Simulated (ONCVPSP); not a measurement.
# An ONCV potential for V, from input to tests

Task: generate the file, and judge it by its errors in other configurations, its logarithmic derivatives, its ghosts and its cutoff.

Program: ONCVPSP 4.0.1.1 (patched build). Reference atom: PBEsol, scalar-relativistic, spherical and spin-unpolarised. All values are calculated.

**1. The design**

The settings as typed:

| Property | Result |
| --- | --- |
| element | vanadium (V, Z = 23) |
| type | optimised norm-conserving Vanderbilt (ONCV) |
| frozen core | [Ne] |
| valence charge | 13 |
| reference configuration | 3s2 3p6 3d3 4s1 (charge +1) |
| partial waves | 3s+4s: rc 1.25 bohr, ncon 4, nbas 9, qcut 8.1 1/bohr, 3 projectors, debl 2.7 Ha; 3p: rc 1.50 bohr, ncon 4, nbas 8, qcut 10.3 1/bohr, 2 projectors, debl 2.8 Ha; 3d: rc 1.35 bohr, ncon 5, nbas 10, qcut 9.5 1/bohr, 2 projectors, debl 2.9 Ha |
| local potential | polynomial inside 1.20 bohr (lpopt 5, dvloc0 0 Ha) |
| core correction | polynomial model core, fcfact 0.4 |

The nodes and maxima of the atom's own shells, from an earlier all-electron run, set the scale for the radii.

All-electron outer shells of the reference configuration (PBEsol, scalar-relativistic, ld1.x):

```
shell  level (eV)  outermost node (bohr)  outermost maximum (bohr)
   2p     -510.33                      –                      0.21
   3s      -77.64                   0.38                      0.82
   3p      -51.56                   0.35                      0.84
   3d      -12.65                      –                      0.90
   4s      -10.90                   1.17                      2.59
   4p       -6.81                   1.29                      3.16
```

**2. The generation run**

File V.dat:

```
# ATOM AND REFERENCE CONFIGURATION
# atsym  z   nc   nv     iexc    psfile
  V 23.00    3    4  -116133      upf
#
#   n    l    f
    1    0    2.00
    2    0    2.00
    2    1    6.00
    3    0    2.00
    3    1    6.00
    3    2    3.00
    4    0    1.00
#
# PSEUDOPOTENTIAL AND OPTIMIZATION
# lmax
    2
#
#   l,   rc,      ep,       ncon, nbas, qcut
    0    1.25    0.00    4    9    8.10
    1    1.50    0.00    4    8   10.30
    2    1.35    0.00    5   10    9.50
#
# LOCAL POTENTIAL
# lloc, lpopt,  rc(5),   dvloc0
    4    5    1.20    0.00
#
# VANDERBILT-KLEINMAN-BYLANDER PROJECTORs
# l, nproj, debl
    0    3    2.70
    1    2    2.80
    2    2    2.90
#
# MODEL CORE CHARGE
# icmod, fcfact, rcfact
    1    0.40    0.00
#
# LOG DERIVATIVE ANALYSIS
# epsh1, epsh2, depsh
   -4.00    5.00    0.02
#
# OUTPUT GRID
# rlmax, drl
    6.00    0.01
#
# TEST CONFIGURATIONS
# ncnf
    4
# nvcnf
#   n    l    f
    4
    3    0    2.00
    3    1    6.00
    3    2    3.00
    4    0    2.00
#
    4
    3    0    2.00
    3    1    6.00
    3    2    3.00
    4    0    0.00
#
    4
    3    0    2.00
    3    1    6.00
    3    2    2.00
    4    0    0.00
#
    4
    3    0    2.00
    3    1    6.00
    3    2    1.00
    4    0    0.00
#
```

Started as:

```bash
$ oncvpsp.x < V.dat > V.out
```

Before running it: what results should come out? Wanted: cutoffs for 1 and 0.1 mHa per electron, occupied waves; bound ghosts; GHOST(+) flags; largest test error; largest phase difference near zero energy, channels read; rms error of d²Exc/dn², without and with the model core.

**Answer**, as computed:

| quantity | value |
| --- | --- |
| cutoffs for 1 and 0.1 mHa per electron, occupied waves | 43 Ha and 138 Ha |
| bound ghosts | p at -1858.58 eV |
| GHOST(+) flags | s at 741 eV |
| largest test error (AE − PS) | +159 meV, for 3s2 3p6 3d1 4s0 |
| largest phase difference near zero energy, channels read | 0.001 rad |
| rms error of d²Exc/dn², without and with the model core | 1.91 and 1.03 mHa |

What this shows: A bound ghost (p) makes it unfit for use: electrons can fall into a state that the atom doesn't have. By total energies transferability is fair for so large an energy: the largest error is 159 meV on 88.9 eV, for 3s2 3p6 3d1 4s0. That test lies far up in energy; among those under 40 eV, nearer to bonding, the largest error is 0.7 meV. It counts as hard, with 43 Ha needed at the looser tolerance. The tighter tolerance needs 138 Ha, and converged work needs a cutoff nearer that. At the looser tolerance the 3d wave is the slowest; 3s needs 27 Ha. Near zero energy the phases of the channels with partial waves agree within 0.001 rad. The program also flags highly localised states, GHOST(+) (s). These are tests on the free atom; a crystal test is still owed.
